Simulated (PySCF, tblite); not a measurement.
# C₃H₁₁PSSi₂: geometry, infrared bands and NMR shifts

Wanted: the infrared bands and NMR shifts of C₃H₁₁PSSi₂ (`C=CC[SiH2]S[SiH2]P`), by calculation.

Programs: tblite 0.8.0 and PySCF 2.14.0, with density-fitted response routines of our own. Each step states its level of theory. These are calculated values for one molecule in the gas phase, unless marked as measured. Atoms count from 0, in the outputs and in this text.

## 1. The starting structure

18 atoms, charge 0, multiplicity 1; geometry from: force field or distance geometry start.

Bonds of the start (Å): C0–C1 1.31, C1–C2 1.49, C2–Si3 1.84, Si3–S4 2.11, S4–Si5 2.13, Si5–P6 2.19, C0–H7 1.09, C0–H8 1.11, C1–H9 1.10, C2–H10 1.13, C2–H11 1.13, Si3–H12 1.47, Si3–H13 1.49, Si5–H14 1.49, Si5–H15 1.47, P6–H16 1.44, P6–H17 1.44.

## 2. Optimising the geometry with GFN2-xTB

Job settings and geometry (Å):

```
{"job": {"kind": "relax", "xc": "GFN2-xTB", "basis": "xTB"}, "charge": 0, "multiplicity": 1}
C     -2.816700     0.687000     0.382300
C     -2.706300    -0.471500    -0.229400
C     -1.504700    -1.343500    -0.185500
Si    -0.098000    -0.666200     0.794900
S      0.415200     1.338500     0.365700
Si     2.260900     1.562600    -0.676300
P      3.801800     0.119400    -0.112600
H     -2.052200     1.166600     0.987500
H     -3.769900     1.240300     0.282500
H     -3.574100    -0.832500    -0.793700
H     -1.231700    -1.628800    -1.239500
H     -1.829500    -2.303100     0.315300
H      1.080800    -1.504600     0.559100
H     -0.527800    -0.725800     2.220200
H      2.713300     2.974800    -0.505600
H      1.960200     1.379700    -2.106100
H      4.305600     0.248000     1.229800
H      3.564300    -1.234400    -0.549600
```

Run with:

```sh
$ OMP_NUM_THREADS=1 python probes_run.py task.json out
```

This one command runs all jobs of the session in turn.

**Question.** This job is followed by: GFN2-xTB harmonic vibrations, gas phase; GIAO PBE0/pcSseg-1 NMR shielding, non-relativistic, gas phase. Predict these results of the whole session: strongest single infrared mode (GFN2-xTB); zero-point energy (GFN2-xTB); 13C shifts against TMS (PBE0/pcSseg-1); 1H shifts against TMS (PBE0/pcSseg-1, means over atoms taken as alike); 29Si shifts against TMS (PBE0/pcSseg-1); 33S shifts against CS2 (PBE0/pcSseg-1); 31P shifts against H3PO4 (PBE0/pcSseg-1).

As calculated:

| quantity | value |
| --- | --- |
| strongest single infrared mode (GFN2-xTB) | 772 cm⁻¹, 327 km/mol |
| zero-point energy (GFN2-xTB) | 76.5 kcal/mol |
| 13C shifts against TMS (PBE0/pcSseg-1) | 140.0, 125.2, 19.9 ppm |
| 1H shifts against TMS (PBE0/pcSseg-1, means over atoms taken as alike) | 6.23, 5.80, 5.47, 5.16, 5.04, 2.23, 1.23 ppm |
| 29Si shifts against TMS (PBE0/pcSseg-1) | -33.2, -33.4 ppm |
| 33S shifts against CS2 (PBE0/pcSseg-1) | -319 ppm |
| 31P shifts against H3PO4 (PBE0/pcSseg-1) | -293.6 ppm |

**Reading.** Relaxing lowered the energy by 1.288 eV in 283 steps; the close pair that moved most is C2–Si3, from 1.844 to 1.904 Å. All 48 modes are real, so the xTB geometry is a minimum. The strongest single mode, at 772 cm⁻¹, is carried by H12, H13, H15, H14. Unscaled tight-binding wavenumbers are off by several per cent, some by more. Its intensities can rank the bands wrongly. The most deshielded carbon is C1 (alkene CH), at 140.0 ppm: an sp2 carbon of a C=C bond. H9 (hydrogen on an alkene CH) lies farthest downfield among hydrogen, at 6.23 ppm; olefinic region. At PBE0/pcSseg-1: The widest tensor belongs to C1: span 235 ppm, with a paramagnetic part of -208 ppm.
